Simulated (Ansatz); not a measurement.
# C2H8Si2: the cost of one run

Computed with Ansatz 0.2.0, Gaussian basis. Level: unrestricted cation, the program's frozen cores in correlated methods.

The runs, in order: UKS PBE-D4/def2-TZVPP; UKS r2SCAN-D4/def2-TZVPP; UKS PBE0-D4/def2-TZVPP; UKS B3LYP-D4/def2-TZVPP; UKS wB97X-V/def2-TZVPP; UKS wB97M-V/def2-TZVPP; UKS B2PLYP/def2-TZVPP; UHF-CCSD(T)/def2-TZVPP; UHF-MP2/def2-QZVPP; extrapolation to the limit; then −ε(HOMO) from the neutral's earlier runs with LDA (SPW92), PBE-D4, revPBE-D4, BLYP-D4, r2SCAN-D4, B97M-V, PBE0-D4, B3LYP-D4, r2SCANh-D4, r2SCAN0-D4, HSE06-D4, BHLYP-D4, CAM-B3LYP-D4, LC-ωPBE, ωB97X-V, ωB97M-V.

## Step 1: The relaxed structure

All runs share one geometry, relaxed beforehand with PBE0-D4/def2-TZVP.

SMILES `[SiH3]/C=C/[SiH3]`, 12 atoms, charge 0, spin multiplicity 1.

Atoms are counted from 1 here; the program's logs count them from 0.

Bond lengths: Si1–C2 1.864 Å, Si1–H5 1.488 Å, Si1–H6 1.486 Å, Si1–H7 1.488 Å, C2–C3 1.337 Å, C2–H8 1.091 Å, C3–Si4 1.864 Å, C3–H9 1.091 Å, Si4–H10 1.488 Å, Si4–H11 1.486 Å, Si4–H12 1.488 Å. Angles: C2–Si1–H5 110.6°, C2–Si1–H6 108.8°, C2–Si1–H7 110.6°, H5–Si1–H6 109.5°, H5–Si1–H7 107.7°, H6–Si1–H7 109.5°, Si1–C2–C3 123.6°, Si1–C2–H8 118.1°, C3–C2–H8 118.3°, C2–C3–Si4 123.6°, C2–C3–H9 118.3°, Si4–C3–H9 118.1°, C3–Si4–H10 110.6°, C3–Si4–H11 108.8°, C3–Si4–H12 110.6°, H10–Si4–H11 109.5°, H10–Si4–H12 107.7°, H11–Si4–H12 109.5°.

## Step 2: Cation, UKS PBE-D4/def2-TZVPP

in.yaml

```yaml
crystal:
  periodic: [false, false, false]
  atoms:
    - {symbol: Si, position_ang: [-0.561041, 2.219271, 0.189559]}
    - {symbol: C, position_ang: [-0.544244, 0.356621, 0.118806]}
    - {symbol: C, position_ang: [0.557312, -0.365858, -0.111852]}
    - {symbol: Si, position_ang: [0.573829, -2.228454, -0.184043]}
    - {symbol: H, position_ang: [-1.044542, 2.689420, 1.516166]}
    - {symbol: H, position_ang: [0.818698, 2.721090, -0.042938]}
    - {symbol: H, position_ang: [-1.473532, 2.774936, -0.846471]}
    - {symbol: H, position_ang: [-1.486061, -0.172351, 0.273894]}
    - {symbol: H, position_ang: [1.499163, 0.163067, -0.266926]}
    - {symbol: H, position_ang: [1.491598, -2.785173, 0.846724]}
    - {symbol: H, position_ang: [-0.804746, -2.730528, 0.054778]}
    - {symbol: H, position_ang: [1.050566, -2.697241, -1.513598]}
basis:
  gaussian: {orbitals: def2-TZVPP}
total_charge: 1
magnetization: {spin_polarized: true, initial_magnetization: 1}
hamiltonian: {xc: pbe, dispersion: d4}
```

Launch:

```
$ ansatz run in.yaml --threads 2 --pin off --events-out ev --progress --plain --max-ram 32768MiB --backend cpu
```

What time and memory should one allow on 2 threads of AMD EPYC 7R13, shared host?

About 17 s, with a peak of 0.85 GiB.
